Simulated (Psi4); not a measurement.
# C2HClFIn (SMILES C#[C][In]([F])[Cl]) at r2SCAN/def2-SVP (core potential)

What is the energy change on altering one bond length of C2HClFIn at r2SCAN/def2-SVP (core potential)? 

The calculation is run with Psi4 1.11.

10 further runs of the same task are left out: 8 that didn't finish, 2 set aside as unsound or not needed. Runs told in other sessions of the task aren't counted.

## Step 1: The system as given

C2HClFIn: 6 atoms, total charge 0, spin state singlet. As SMILES, `C#[C][In]([F])[Cl]`. The coordinates come from a PBE0-D4/def2-TZVP relaxation.

Bond lengths: C1–C2 1.206 Å, C2–In3 2.048 Å, In3–F4 1.933 Å, In3–Cl5 2.293 Å, C1–H6 1.067 Å. Angles: C1–C2–In3 179.4°, C2–In3–F4 120.7°, C2–In3–Cl5 127.6°, F4–In3–Cl5 111.7°, C2–C1–H6 179.8°.

## Step 2: The energy at r2SCAN/def2-SVP (core potential)

c2hclfin.xyz

```xyz
6
C2HClFIn
C      1.088300     0.340300     1.700800
C      0.438900     0.120100     0.708700
In    -0.655800    -0.235700    -0.984700
F     -1.773600    -1.806600    -1.123700
Cl    -0.759200     1.049500    -2.880900
H      1.661500     0.532400     2.579900
```

calc.py

```python
import psi4

psi4.set_memory(2200000000)
psi4.set_num_threads(1)
psi4.set_output_file('output.dat', False)

with open('c2hclfin.xyz') as f:
    atoms = ''.join(f.readlines()[2:])
molecule = psi4.geometry('0 1\n' + atoms + 'symmetry c1\nno_reorient\nno_com')

psi4.set_options({
    'basis': 'def2-SVP',
    'puream': True,
    'e_convergence': 1e-09,
    'd_convergence': 1e-08,
    'scf_type': 'pk',
    'dft_radial_points': 99,
    'dft_spherical_points': 590,
})

result, w = psi4.energy('r2scan', return_wfn=True)
print(f'total energy {result:.8f} hartree = {result * 27.211386:.5f} eV')
for k, v in sorted(psi4.core.scalar_variables().items()):
    print(f'{k:45s} {v:18.10f}')
```

The run is started by

```sh
$ python calc.py
```

output.dat, cut to the lines that bear on the results:

```text
[...]
    !!!  WARNING: ECP capability is in beta. Please check occupations closely.  !!!
[...]
  Running in c1 symmetry.
[...]
  Nuclear repulsion =  274.588230394353843
[...]
  Multiplicity = 1
[...]
  Nalpha       = 30
  Nbeta        = 30
[...]
    Number of basis functions: 91
[...]
   @RKS iter   1:  -826.32399753447021   -1.07967e+00   8.67480e-03 ADIIS/DIIS
[...]
   @RKS iter  13:  -826.65576264986362   -1.13687e-12   1.20618e-09 DIIS
[...]
    Orbital Energies [Eh]
    ---------------------
    Doubly Occupied:
       1A   -101.167971     2A    -24.440042     3A    -10.084190
       4A    -10.075079     5A     -9.367505     6A     -7.116119
       7A     -7.109839     8A     -7.108992     9A     -4.669097
      10A     -3.078843    11A     -3.070010    12A     -3.067702
      13A     -1.049839    14A     -0.805138    15A     -0.778585
      16A     -0.769255    17A     -0.767111    18A     -0.760703
      19A     -0.731873    20A     -0.723702    21A     -0.531783
      22A     -0.446156    23A     -0.369823    24A     -0.350233
      25A     -0.329848    26A     -0.315013    27A     -0.304371
      28A     -0.296392    29A     -0.293755    30A     -0.290925
[...]
  @RKS Final Energy:  -826.65576264986362
   => Energetics <=
    Nuclear Repulsion Energy =            274.5882303943538432
    One-Electron Energy =               -1759.5088079647000541
    Two-Electron Energy =                 724.8860487959166221
    DFT Exchange-Correlation Energy =     -66.6212338754339584
    Empirical Dispersion Energy =           0.0000000000000000
    VV10 Nonlocal Energy =                  0.0000000000000000
    Total Energy =                       -826.6557626498636182
[...]
 Multipole Moments:
 ------------------------------------------------------------------------------------
     Multipole            Electronic (a.u.)      Nuclear  (a.u.)        Total (a.u.)
 ------------------------------------------------------------------------------------
 L = 1.  Multiply by 2.5417464519 to convert [e a0] to [Debye]
 Dipole X            :         60.8649573          -60.1233374            0.7416199
 Dipole Y            :          0.5681109           -0.1375721            0.4305389
 Dipole Z            :        119.4407026         -118.5432757            0.8974268
 Magnitude           :                                                    1.2412650
[...]
```

The script printed:

```text
total energy -826.65576265 hartree = -22494.44905 eV
CURRENT ENERGY                                   -826.6557626499
CURRENT REFERENCE ENERGY                         -826.6557626499
DD SOLVATION ENERGY                                 0.0000000000
DFT FUNCTIONAL TOTAL ENERGY                      -826.6557626499
DFT TOTAL ENERGY                                 -826.6557626499
DFT VV10 ENERGY                                     0.0000000000
DFT XC ENERGY                                     -66.6212338754
GRID ELECTRONS ALPHA                               29.9999990627
GRID ELECTRONS BETA                                29.9999990627
GRID ELECTRONS TOTAL                               59.9999981254
NUCLEAR REPULSION ENERGY                          274.5882303944
ONE-ELECTRON ENERGY                             -1759.5088079647
PCM POLARIZATION ENERGY                             0.0000000000
PE ENERGY                                           0.0000000000
SCF ITERATION ENERGY                             -826.6557626499
SCF ITERATIONS                                     13.0000000000
SCF TOTAL ENERGY                                 -826.6557626499
TWO-ELECTRON ENERGY                               724.8860487959
XC GRID RADIAL POINTS                              99.0000000000
XC GRID SPHERICAL POINTS                          590.0000000000
XC GRID TOTAL POINTS                           334760.0000000000
```

Run time: 26 s. Hardware: 1 thread of Intel Xeon Platinum 8488C (Sapphire Rapids), shared host; peak memory 1.1 GiB.

## Step 3: The distorted shape: energy and forces at r2SCAN/def2-SVP (core potential)

c2hclfin.xyz

```xyz
6
C2HClFIn
C      1.119318    -0.045235     2.269623
C      0.469918    -0.265435     1.277523
In    -0.624782    -0.621235    -0.415877
F     -1.742582    -2.192135    -0.554877
Cl    -0.759200     1.049500    -2.880900
H      1.692518     0.146865     3.148723
```

run.py

```python
import psi4

psi4.set_memory(2200000000)
psi4.set_num_threads(1)
psi4.core.set_output_file('run.log', False)

with open('c2hclfin.xyz') as f:
    atoms = ''.join(f.readlines()[2:])
molecule = psi4.geometry('0 1\n' + atoms + 'symmetry c1')

psi4.set_options({
    'reference': 'rks',
    'puream': True,
    'e_convergence': 1e-09,
    'd_convergence': 1e-08,
    'scf_type': 'pk',
    'dft_radial_points': 99,
    'dft_spherical_points': 590,
})

e_tot, wfn = psi4.gradient('r2scan/def2-SVP', return_wfn=True)
psi4.oeprop(wfn, 'LOWDIN_CHARGES', 'QUADRUPOLE', 'MULLIKEN_CHARGES')
print('gradient / Eh bohr^-1')
print(e_tot.np.round(6))
print(f'energy = {wfn.energy():.10f} Eh')
```

The run is started by

```sh
$ python run.py
```

run.log, cut to the lines that bear on the results:

```text
[...]
    !!!  WARNING: ECP capability is in beta. Please check occupations closely.  !!!
[...]
  Running in c1 symmetry.
[...]
  Nuclear repulsion =  248.938446878480789
[...]
  Multiplicity = 1
[...]
  Nalpha       = 30
  Nbeta        = 30
[...]
    Number of basis functions: 91
[...]
   @RKS iter   1:  -826.27585562566435   -1.21942e+00   8.66082e-03 DIIS/ADIIS
[...]
   @RKS iter  13:  -826.60416746880082   -3.75167e-12   5.67053e-09 DIIS
[...]
  @RKS Final Energy:  -826.60416746880082
   => Energetics <=
    Nuclear Repulsion Energy =            248.9384468784807893
    One-Electron Energy =               -1708.1896827417199347
    Two-Electron Energy =                 699.1749214668802779
    DFT Exchange-Correlation Energy =     -66.5278530724419426
    Empirical Dispersion Energy =           0.0000000000000000
    VV10 Nonlocal Energy =                  0.0000000000000000
    Total Energy =                       -826.6041674688008243
[...]
  -Total Gradient:
     Atom            X                  Y                   Z
    ------   -----------------  -----------------  -----------------
       1       -0.012291969638    -0.004571588580    -0.018268572613
       2        0.012942633706     0.001829501589     0.023155563548
       3        0.002968219651    -0.028079001740     0.042823556845
       4        0.003188939550     0.002369355984     0.003178970447
       5       -0.002754380224     0.029938494209    -0.044853462067
       6       -0.004204517083    -0.001130943496    -0.006802971288
[...]
 Multipole Moments:
 ------------------------------------------------------------------------------------
     Multipole            Electronic (a.u.)      Nuclear  (a.u.)        Total (a.u.)
 ------------------------------------------------------------------------------------
 L = 1.  Multiply by 2.5417464519 to convert [e a0] to [Debye]
 Dipole X            :         -6.2805906            7.1175228            0.8369322
 Dipole Y            :        -15.3706247           15.2669664           -0.1036582
 Dipole Z            :          7.8332584           -6.0443209            1.7889375
 Magnitude           :                                                    1.9777507
 L = 2.  Multiply by 1.3450342976 to convert [e a0^2] to [Debye ang]
 Quadrupole XX       :       -185.5392323          149.2079996          -36.3312327
 Quadrupole XY       :        -74.5238342           72.2415758           -2.2822584
[...]
```

Standard output:

```text
gradient / Eh bohr^-1
[[-0.012292 -0.004572 -0.018269]
 [ 0.012943  0.00183   0.023156]
 [ 0.002968 -0.028079  0.042824]
 [ 0.003189  0.002369  0.003179]
 [-0.002754  0.029938 -0.044853]
 [-0.004205 -0.001131 -0.006803]]
energy = -826.6041674688 Eh
```

It took 35 s on 1 thread of Intel Xeon Platinum 8488C (Sapphire Rapids), shared host; peak memory 1.1 GiB.

## Step 4: Summary of results

At r2SCAN/def2-SVP (core potential):

```
                                                           quantity          value
                                          first shape: total energy  -826.65576 Eh
                                         first shape: dipole moment         3.15 D
                                           first shape: HOMO energy       -7.92 eV
                                           first shape: LUMO energy       -2.46 eV
                                         first shape: HOMO–LUMO gap        5.46 eV
                                      distorted shape: total energy  -826.60417 Eh
                                     distorted shape: dipole moment         5.03 D
                                       distorted shape: HOMO energy       -6.71 eV
                                       distorted shape: LUMO energy       -4.40 eV
                                     distorted shape: HOMO–LUMO gap        2.31 eV
                          distorted shape: largest force on an atom     2.777 eV/Å
energy change with the In3–Cl5 bond stretched from 2.293 to 2.981 Å       1.404 eV
```

**Reading.** With the In3–Cl5 bond stretched from 2.293 to 2.981 Å the energy rises by 1.40 eV (32 kcal/mol). The first shape isn't relaxed at this level, so the change isn't measured from a minimum. Mulliken charges (distorted shape) run from -0.40 on F4 to +0.78 on In3; they depend strongly on the basis.
